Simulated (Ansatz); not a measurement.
# Sr2TeS (ordered alloy on rocksalt lattice): Wannier functions and tight-binding models

Aim: build maximally localised Wannier functions for Sr2TeS (ordered alloy on rocksalt lattice) from several sets of trial orbitals, and check spreads and centres, and how well the models interpolate the bands. The runs, in order: PBE, anion s p, 4×4×4; PBE, anion s p, 4×4×2; PBE, anion s p, 6×6×4; PBE, anion p, 4×4×4; r2SCAN, anion s p, 4×4×4; r2SCAN, anion p, 4×4×4; HSE06, anion s p, 4×4×4 (level, trial orbitals, Wannier mesh).

Method: plane waves, PAW, in Ansatz 0.2.0.

3 further runs of the same task are left out: 3 that didn't finish.

## 1. The starting structure

Symmetry: P4/mmm, No. 123, tetragonal system. Conventional cell: a = 4.533 Å, b = 4.533 Å, c = 6.414 Å, α = 90.00°, β = 90.00°, γ = 90.00°. S (site symmetry 4/mmm) has 6 Sr at 3.21 Å as nearest neighbours. Around Sr (site symmetry 4/mmm) lie 4 Te at 3.21 Å and 2 S at 3.21 Å. Around Te (site symmetry 4/mmm) lie 6 Sr at 3.21 Å. Sr (site symmetry 4/mmm) has 4 S at 3.21 Å and 2 Te at 3.21 Å as nearest neighbours.

Structure file:

```
CELL_PARAMETERS angstrom
4.53336 0.00000 0.00000
0.00000 4.53336 0.00000
0.00000 0.00000 6.41372
ATOMIC_POSITIONS crystal
S 0.00000 0.00000 0.00000
Sr 0.00000 0.00000 0.50000
Te 0.50000 0.50000 0.50000
Sr 0.50000 0.50000 0.00000
```

The cell was relaxed beforehand with r2SCAN; those runs aren't shown. No run includes spin-orbit coupling, which matters for Te.

## 2. PBE, anion s p, 4×4×4

Contents of input.yaml:

```yaml
crystal:
  lattice:
    - [4.5333613764, 0.0, 0.0]
    - [0.0, 4.5333613764, 0.0]
    - [0.0, 0.0, 6.4137235356]
  atoms:
    - { symbol: S, position: [0.0, 0.0, 0.0] }
    - { symbol: Sr, position: [0.0, 0.0, 0.5] }
    - { symbol: Te, position: [0.5, 0.5, 0.5] }
    - { symbol: Sr, position: [0.5, 0.5, 0.0] }
kpoints:
  mp_grid: { grid: [4, 4, 4] }
  band_path:
    path:
      - [[0.0, 0.0, 0.0], [8.514228567869e-52, 0.5, 0.0], [0.5, 0.5, 0.0], [0.0, 0.0, 0.0], [0.0, 0.0, 0.5], [8.514228567869e-52, 0.5, 0.5], [0.5, 0.5, 0.5], [0.0, 0.0, 0.5]]
      - [[8.514228567869e-52, 0.5, 0.0], [8.514228567869e-52, 0.5, 0.5]]
      - [[0.5, 0.5, 0.0], [0.5, 0.5, 0.5]]
    npoints: 10
hamiltonian:
  xc: pbe
scf:
  occupations: { method: fixed }
  n_extra_bands: 6
output:
  forces: false
  stress: false
  eigenvalues: true
  wannier:
    kmesh: [4, 4, 4]
    projections:
      - { species: S, l: s, shell: 3 }
      - { species: S, l: p, shell: 3 }
      - { species: Te, l: s, shell: 5 }
      - { species: Te, l: p, shell: 5 }
    minimise: true
    write_hr: true
    conv_tol: 1.0e-08
    max_iter: 3000
```

The run is started by

```
$ ansatz run input.yaml --threads 4 --pin off --max-ram 3686MiB --backend cpu --events-out ev --progress --plain --runs-dir out
```

The runs that follow: PBE, anion s p, 4×4×2; PBE, anion s p, 6×6×4; PBE, anion p, 4×4×4; r2SCAN, anion s p, 4×4×4; r2SCAN, anion p, 4×4×4; HSE06, anion s p, 4×4×4.

Before running them: what should the planned runs give, taken together? Wanted: total spread, PBE, anion s p, 4×4×4; total spread, PBE, anion s p, 4×4×2; total spread, PBE, anion s p, 6×6×4; total spread, PBE, anion p, 4×4×4; total spread, r2SCAN, anion s p, 4×4×4; total spread, r2SCAN, anion p, 4×4×4; total spread, HSE06, anion s p, 4×4×4; centres of the first set.

As calculated:

| quantity | value |
| --- | --- |
| total spread, PBE, anion s p, 4×4×4 | 16.50 Å² over 8 functions |
| total spread, PBE, anion s p, 4×4×2 | 15.79 Å² over 8 functions |
| total spread, PBE, anion s p, 6×6×4 | 17.04 Å² over 8 functions |
| total spread, PBE, anion p, 4×4×4 | 15.97 Å² over 6 functions |
| total spread, r2SCAN, anion s p, 4×4×4 | 15.95 Å² over 8 functions |
| total spread, r2SCAN, anion p, 4×4×4 | 15.43 Å² over 6 functions |
| total spread, HSE06, anion s p, 4×4×4 | 15.95 Å² over 8 functions |
| centres of the first set | 0.52 to 0.64 Å from the nearest atom |

What this shows: With PBE, anion s p, 4×4×4 the 8 functions move off the atoms, with a mean spread of 2.06 Å²; 84 % of the total is gauge invariant. The total spread goes from 15.79 Å² on 4×4×2 to 17.04 Å² on 6×6×4: finite differences in k understate it on coarse meshes, while the largest miss of a band goes from 0.14 to 0.02 eV. On one set and mesh the functional gives 16.50 (PBE), 15.95 (r2SCAN), 15.95 (HSE06) Å².
